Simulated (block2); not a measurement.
# AsH3 (arsine) at DMRG/STO-3G

What is the vertical ionisation energy of AsH3 (arsine) at DMRG/STO-3G? 

The calculation is run with block2 0.5.4.

4 further runs of the same task are left out: 4 set aside as unsound or not needed.

### 1 The molecule

AsH3 has 4 atoms, charge 0, and is taken as a singlet. SMILES: `[AsH3]`. The coordinates come from a PBE0-D4/def2-TZVP relaxation.

Bond lengths: As1–H2 1.522 Å, As1–H3 1.522 Å, As1–H4 1.522 Å. Angles: H2–As1–H3 92.0°, H2–As1–H4 92.0°, H3–As1–H4 92.0°.

### 2 The energy at DMRG/STO-3G

The input, make_fcidump.py:

```python
from pyscf import ao2mo, cc, dft, gto, mcscf, mp, scf
from pyscf.tools import fcidump

geom = """
As
H 1 1.521686
H 1 1.521665 2 91.98507
H 1 1.52171 3 91.98753 2 92.058
"""
mol = gto.M(
    atom=geom,
    basis="sto-3g",
    spin=0,
    verbose=3,
)
print("basis functions: %d" % (mol.nao))
mf = scf.RHF(mol)
mf.conv_tol = 1e-10
mf.max_cycle = 200
mf.kernel()
if not mf.converged:
    mf = mf.newton().run(mf.mo_coeff, mf.mo_occ)
print("SCF energy: %.10f" % (mf.e_tot))
ref = mf
pt = mp.MP2(ref, frozen=9).run()
mycc = cc.CCSD(ref, frozen=9)
mycc.max_cycle = 150
mycc.kernel()
print("E(MP2): %.10f" % (pt.e_tot))
if mycc.converged:
    print("CCSD total energy: %.10f" % (mycc.e_tot))
    print("E(CCSD(T)): %.10f" % (mycc.e_tot + mycc.ccsd_t()))
    print(f"T1 diagnostic: {mycc.get_t1_diagnostic():.4f}")
ks = dft.RKS(mol, xc="blyp").set(conv_tol=1e-9, verbose=3).run()
if ks.converged:
    print("E(BLYP): %.8f" % (ks.e_tot))
ks = dft.RKS(mol, xc="hse06").set(conv_tol=1e-9, verbose=3).run()
if ks.converged:
    print("E(HSE06): %.8f" % (ks.e_tot))
ks = dft.RKS(mol, xc="m06l").set(conv_tol=1e-9, verbose=3).run()
if ks.converged:
    print(f"E(M06-L): {ks.e_tot:.8f}")
ks = dft.RKS(mol, xc="wb97x").set(conv_tol=1e-9, verbose=3).run()
if ks.converged:
    print(f"E(wB97X): {ks.e_tot:.8f}")
occ_no, mo = mcscf.addons.make_natural_orbitals(mp.MP2(mf, frozen=9).run())
mf.mo_coeff = mo
cas = mcscf.CASCI(mf, 12, 18)
h1, ecore = cas.get_h1eff()
fcidump.from_integrals("FCIDUMP", h1, cas.get_h2eff(), 12, 18, nuc=ecore, ms=0)
ci = mcscf.CASCI(mf, 12, (9, 9))
ci.fix_spin_(ss=0)
ci.fcisolver.conv_tol = 1e-10
ci.fcisolver.max_cycle = 200
ci.kernel()
print("E(FCI): %.10f" % (ci.e_tot))
```

The input, input.conf:

```
sym c1
orbitals FCIDUMP
nelec 18
spin 0
irrep 1
occ 2 2 2 2 2 2 2 2 2 0 0 0
cbias 0.2
schedule
0 50 1E-08 1E-04
4 75 1E-08 1E-04
7 100 1E-08 1E-05
10 100 1E-09 0.0
end
maxiter 16
sweep_tol 1E-06
fiedler
mem 1g
num_thrds 1
prefix ./tmp
outputlevel 1
onepdm
```

Run with:

```bash
$ python make_fcidump.py && block2main input.conf
```

Log:

```text
$ python make_fcidump.py
[... 1 line left out ...]
converged SCF energy = -2211.00798932408
SCF energy: -2211.0079893241
[... 4 lines left out ...]
CCSD total energy: -2211.0683723740
[... 3 lines left out ...]
converged SCF energy = -2212.25501386317
[... 1 line left out ...]
converged SCF energy = -2212.1526698963
[... 1 line left out ...]
converged SCF energy = -2212.43740661908
[... 1 line left out ...]
converged SCF energy = -2212.42972050838
[... 41 lines left out ...]
integral sym error =            0
[... 48 lines left out ...]
Final canonical form =  LLLLLLLLLLLC 10
DMRG Energy = -2211.068544936019862
[... 17 lines left out ...]
Expectation | Direction = backward | BRA bond dimension =  100 | KET bond dimension =  100
Time elapsed =      0.185
NPDM Sorting | Nsites =    12 | Nmaxops =  2 | DotSite = 2 | SymbolFree = T | Compressed = T | LowMem = F | Mem = 1.12 KB
Ttotal =      0.000

DMRG OCC =   2.000 2.000 2.000 2.000 2.000 1.993 1.973 1.965 1.965 0.039 0.039 0.027
```

Run time: 19 s. Hardware: 1 thread of Intel Xeon at 2.50GHz (Skylake/Cascade Lake), shared host; peak memory 0.21 GiB.

### 3 The doublet cation: a single-point energy at DMRG/STO-3G

The input, prepare.py:

```python
import numpy as np
from pyscf import ao2mo, cc, dft, gto, lo, mcscf, mp, scf
from pyscf.tools import fcidump

mol = gto.M(atom="""
As    -0.215800     0.487600    -0.346000
H      0.349900     0.630300     1.059400
H     -1.068000    -0.705500     0.061100
H      0.933900    -0.412500    -0.774500
""", basis="sto-3g", charge=1, spin=1, verbose=4)
print("nao                      = %d" % (mol.nao))
mf = scf.ROHF(mol)
mf.conv_tol = 1e-10
mf.max_cycle = 200
mf.kernel()
if not mf.converged:
    mf = mf.newton().run(mf.mo_coeff, mf.mo_occ)
print(f"reference energy         = {mf.e_tot:.10f}")
# MP2, CCSD and CCSD(T) with the same frozen core
ref = scf.UHF(mol).run(mf.make_rdm1(), conv_tol=1e-10)
pt = mp.MP2(ref, frozen=9).run()
mycc = cc.CCSD(ref, frozen=9)
mycc.max_cycle = 150
mycc.kernel()
print(f"E(MP2)                   = {pt.e_tot:.10f}")
if mycc.converged:
    print("E(CCSD)                  = %.10f" % (mycc.e_tot))
    print(f"CCSD(T) total energy     = {mycc.e_tot + mycc.ccsd_t():.10f}")
# a few density functionals on the same geometry and basis
ks = dft.UKS(mol, xc="blyp").set(conv_tol=1e-9, verbose=3).run(mf.make_rdm1())
if ks.converged:
    print("E(BLYP)                  = %.8f" % (ks.e_tot))
ks = dft.UKS(mol, xc="hse06").set(conv_tol=1e-9, verbose=3).run(mf.make_rdm1())
if ks.converged:
    print(f"E(HSE06)                 = {ks.e_tot:.8f}")
ks = dft.UKS(mol, xc="m06l").set(conv_tol=1e-9, verbose=3).run(mf.make_rdm1())
if ks.converged:
    print(f"E(M06-L)                 = {ks.e_tot:.8f}")
ks = dft.UKS(mol, xc="wb97x").set(conv_tol=1e-9, verbose=3).run(mf.make_rdm1())
if ks.converged:
    print("E(wB97X)                 = %.8f" % (ks.e_tot))
# localise doubly occupied and virtual orbitals apart
mo = mf.mo_coeff.copy()
for a, b in ((9, 17), (18, 21)):
    if b - a > 1:
        mo[:, a:b] = lo.PM(mol, mo[:, a:b]).kernel()
mf.mo_coeff = mo
# FCIDUMP for the DMRG program
cas = mcscf.CASCI(mf, 12, 17)
h1, ecore = cas.get_h1eff()
fcidump.from_integrals("FCIDUMP", h1, cas.get_h2eff(), 12, 17, nuc=ecore, ms=1)
# exact diagonalisation in the same space
ci = mcscf.CASCI(mf, 12, (9, 8))
ci.fix_spin_(ss=0.75)
ci.fcisolver.conv_tol = 1e-10
ci.fcisolver.max_cycle = 200
ci.kernel()
print("exact diagonalisation    = %.10f" % (ci.e_tot))
```

The input, dmrg.conf:

```
sym c1
orbitals FCIDUMP
nelec 17
spin 1
irrep 1
schedule
0 25 1E-07 1E-03
3 50 1E-07 1E-04
7 75 1E-07 1E-04
9 100 1E-07 1E-05
11 100 1E-08 0.0
end
maxiter 17
sweep_tol 1E-06
fiedler
mem 2g
num_thrds 1
prefix ./tmp
outputlevel 1
onepdm
```

Run with:

```bash
$ python prepare.py && block2main dmrg.conf
```

Log:

```text
$ python prepare.py

[INPUT] verbose = 4
[INPUT] num. atoms = 4
[INPUT] num. electrons = 35
[INPUT] charge = 1
[INPUT] spin (= nelec alpha-beta = 2S) = 1
[INPUT] symmetry False subgroup None
[INPUT] Mole.unit = angstrom
[INPUT] Symbol           X                Y                Z      unit          X                Y                Z       unit  Magmom
[INPUT]  1 As    -0.215800000000   0.487600000000  -0.346000000000 AA   -0.407802897681   0.921430458338  -0.653845239100 Bohr   0.0
[INPUT]  2 H      0.349900000000   0.630300000000   1.059400000000 AA    0.661215170985   1.191094376313   2.001975856364 Bohr   0.0
[INPUT]  3 H     -1.068000000000  -0.705500000000   0.061100000000 AA   -2.018227501035  -1.333201780881   0.115462266211 Bohr   0.0
[INPUT]  4 H      0.933900000000  -0.412500000000  -0.774500000000 AA    1.764815227731  -0.779512026383  -1.463592883476 Bohr   0.0

[... 45 lines left out ...]
reference energy         = -2210.7364722026
[... 75 lines left out ...]
Init t2, MP2 energy = -0.0374875793026779
[... 17 lines left out ...]
CCSD(T) total energy     = -2210.7964906944
[... 20 lines left out ...]
converged SCF energy = -2211.84096803317  <S^2> = 0.75076941  2S+1 = 2.0007693
[... 21 lines left out ...]
converged SCF energy = -2212.11760944534  <S^2> = 0.75099657  2S+1 = 2.0009963
[... 67 lines left out ...]
sorting_mo_energy = False
[... 52 lines left out ...]
integral sym error =            0
[... 52 lines left out ...]
DMRG Energy = -2210.796692197007360
[... 17 lines left out ...]
Expectation | Direction =  forward | BRA bond dimension =  100 | KET bond dimension =  100
Time elapsed =      0.115
NPDM Sorting | Nsites =    12 | Nmaxops =  2 | DotSite = 2 | SymbolFree = T | Compressed = T | LowMem = F | Mem = 1.12 KB
Ttotal =      0.000

DMRG OCC =   2.000 2.000 2.000 2.000 2.000 1.965 1.965 1.965 1.004 0.033 0.033 0.033
```

Run time: 29 s. Hardware: 1 thread of Intel Xeon at 2.50GHz (Skylake/Cascade Lake), shared host; peak memory 0.21 GiB.

### 4 What came out

At DMRG/STO-3G, 9 core orbitals frozen:

| quantity | value |
| --- | --- |
| run 1, DMRG/STO-3G: total energy | -2211.06854 Eh |
| run 1, DMRG/STO-3G: T1 diagnostic of the CCSD step | 0.004 |
| doublet cation: total energy | -2210.79669 Eh |
| vertical ionisation energy (to the doublet cation) | 7.397 eV |

Removing an electron at fixed nuclei costs 7.40 eV (714 kJ/mol). In a minimal basis such a difference can be off by several eV, whatever the method.
